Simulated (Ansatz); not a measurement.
# C₂H₁₀AlFOSi: how energies converge with the basis set

How large a basis does C₂H₁₀AlFOSi need? Two functionals are run in growing sets.

The runs use Ansatz 0.2.0, Gaussian basis; one geometry, several basis sets.

Plan: PBE0-D4/def2-SVP; ωB97M-V/def2-SVP; PBE0-D4/def2-QZVPP; ωB97M-V/def2-QZVPP; the functionals' def2-TZVPP values are taken from earlier runs.

### Step 1. The relaxed structure

An earlier PBE0-D4 in a triple-zeta def2 set relaxation fixed the geometry.

SMILES `[CH3][Al-]([CH3])([F])[OH+][SiH3]`, 16 atoms, charge 0, spin multiplicity 1.

Atoms are counted from 1 here; the program's logs count them from 0.

Bond lengths: C1–Al2 1.955 Å, C1–H7 1.095 Å, C1–H8 1.094 Å, C1–H9 1.096 Å, Al2–C3 1.955 Å, Al2–F4 1.705 Å, Al2–O5 1.963 Å, C3–H10 1.094 Å, C3–H11 1.095 Å, C3–H12 1.096 Å, O5–Si6 1.713 Å, O5–H13 0.959 Å, Si6–H14 1.472 Å, Si6–H15 1.489 Å, Si6–H16 1.472 Å. Angles: Al2–C1–H7 111.4°, Al2–C1–H8 112.3°, Al2–C1–H9 112.1°, H7–C1–H8 106.9°, H7–C1–H9 106.3°, H8–C1–H9 107.5°, C1–Al2–C3 122.1°, C1–Al2–F4 115.2°, C1–Al2–O5 105.7°, C3–Al2–F4 115.2°, C3–Al2–O5 105.6°, F4–Al2–O5 84.6°, Al2–C3–H10 112.3°, Al2–C3–H11 111.4°, Al2–C3–H12 112.1°, H10–C3–H11 106.9°, H10–C3–H12 107.5°, H11–C3–H12 106.3° and more.

### Step 2. PBE0-D4 in def2-SVP

Input file in.yaml:

```yaml
crystal:
  periodic: [false, false, false]
  atoms:
    - {symbol: C, position_ang: [-0.088612, -1.784582, 1.414702]}
    - {symbol: Al, position_ang: [0.289575, -0.648928, -0.130794]}
    - {symbol: C, position_ang: [2.110395, -0.344418, -0.773691]}
    - {symbol: F, position_ang: [-0.918417, -0.635020, -1.334472]}
    - {symbol: O, position_ang: [-0.410983, 1.125912, 0.331918]}
    - {symbol: Si, position_ang: [-1.723148, 1.710253, -0.601130]}
    - {symbol: H, position_ang: [0.164830, -2.830727, 1.212754]}
    - {symbol: H, position_ang: [-1.145619, -1.761421, 1.697393]}
    - {symbol: H, position_ang: [0.494190, -1.491318, 2.295066]}
    - {symbol: H, position_ang: [2.147747, 0.397333, -1.577565]}
    - {symbol: H, position_ang: [2.554237, -1.264849, -1.167939]}
    - {symbol: H, position_ang: [2.777058, 0.001190, 0.024413]}
    - {symbol: H, position_ang: [-0.084977, 1.693607, 1.032930]}
    - {symbol: H, position_ang: [-1.316638, 1.908840, -2.002029]}
    - {symbol: H, position_ang: [-1.959310, 3.036718, 0.033375]}
    - {symbol: H, position_ang: [-2.913227, 0.864811, -0.410430]}
basis:
  gaussian: {orbitals: def2-SVP}
hamiltonian: {xc: pbe0, dispersion: d4}
output: {orbitals: {seedname: orbitals}}
```

Run with:

```sh
> ansatz run in.yaml --threads 2 --pin off --events-out ev --progress --plain --max-ram 32768MiB --backend cpu
```

The runs that follow: ωB97M-V in def2-SVP; PBE0-D4 in def2-QZVPP; ωB97M-V in def2-QZVPP.

Q: Predict the results of all the runs planned. Wanted: PBE0-D4: double and triple zeta above quadruple; ωB97M-V: double and triple zeta above quadruple.

The runs gave:

```
                                       quantity           value
PBE0-D4: double and triple zeta above quadruple  14.43, 0.90 eV
ωB97M-V: double and triple zeta above quadruple  14.68, 0.85 eV
```

In words: PBE0-D4 gains 13.53 eV from double to triple zeta, then 0.90 eV more. These are total energies; as a rule much of such shifts cancels in differences, which this series doesn't test. The LUMO of ωB97M-V is positive and keeps falling with the basis (1.57 to 0.49 eV): an unbound level that the basis holds in place.
